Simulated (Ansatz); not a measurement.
# GePt: the cost of one run

Computed with Ansatz 0.2.0 (DFT, PBE, plane-wave PAW, default files, scalar-relativistic, unless a step's input says otherwise).

1 further run of the same task is left out (it didn't finish).

## Step 1: Starting point

Symmetry: Pnma, No. 62, orthorhombic system. The conventional cell has a = 5.732 Å, b = 3.701 Å, c = 6.088 Å, α = 90.00°, β = 90.00°, γ = 90.00°. Ge (site symmetry m) has 6 Pt at 2.50 to 2.63 Å as nearest neighbours. Around Pt (site symmetry m) lie 6 Ge at 2.50 to 2.63 Å.

Coordinates:

```xyz
8
Lattice="5.7320 0.0000 0.0000 0.0000 3.7010 0.0000 0.0000 0.0000 6.0880" Properties=species:S:1:pos:R:3 pbc="T T T"
Ge    4.6143    2.7757    3.5919
Ge    1.1177    0.9253    2.4961
Ge    3.9837    0.9253    0.5479
Ge    1.7483    2.7757    5.5401
Pt    5.6747    2.7757    1.1872
Pt    0.0573    0.9253    4.9008
Pt    2.9233    0.9253    4.2312
Pt    2.8087    2.7757    1.8568
```

## Step 2: First run, atoms as given

input.yaml reads:

```yaml
crystal:
  lattice:
    - [5.732, 0.0, 0.0]
    - [0.0, 3.701, 0.0]
    - [0.0, 0.0, 6.088]
  atoms:
    - { symbol: Ge, position: [0.805, 0.75, 0.59] }
    - { symbol: Ge, position: [0.195, 0.25, 0.41] }
    - { symbol: Ge, position: [0.695, 0.25, 0.09] }
    - { symbol: Ge, position: [0.305, 0.75, 0.91] }
    - { symbol: Pt, position: [0.99, 0.75, 0.195] }
    - { symbol: Pt, position: [0.01, 0.25, 0.805] }
    - { symbol: Pt, position: [0.51, 0.25, 0.695] }
    - { symbol: Pt, position: [0.49, 0.75, 0.305] }
kpoints:
  mp_grid: { grid: [8, 12, 7] }
scf:
  occupations: { method: fermi_dirac, width: 0.02 }
hamiltonian:
  xc: pbe
  pseudopotentials: { kind: paw }
output:
  forces: true
  stress: true
  populations: true
  efg: { quadrupole_moments_barn: { Ge: -0.196 }, contact_densities: true }
```

Command:

```
> ansatz run input.yaml --threads 1 --pin off --max-ram 3072MiB --backend cpu --events-out ev --progress --plain --runs-dir out
```

What time and memory should one allow on 1 thread of Intel Xeon 6975P-C (Granite Rapids), shared host?

About 49 s, with a peak of 1.1 GiB.
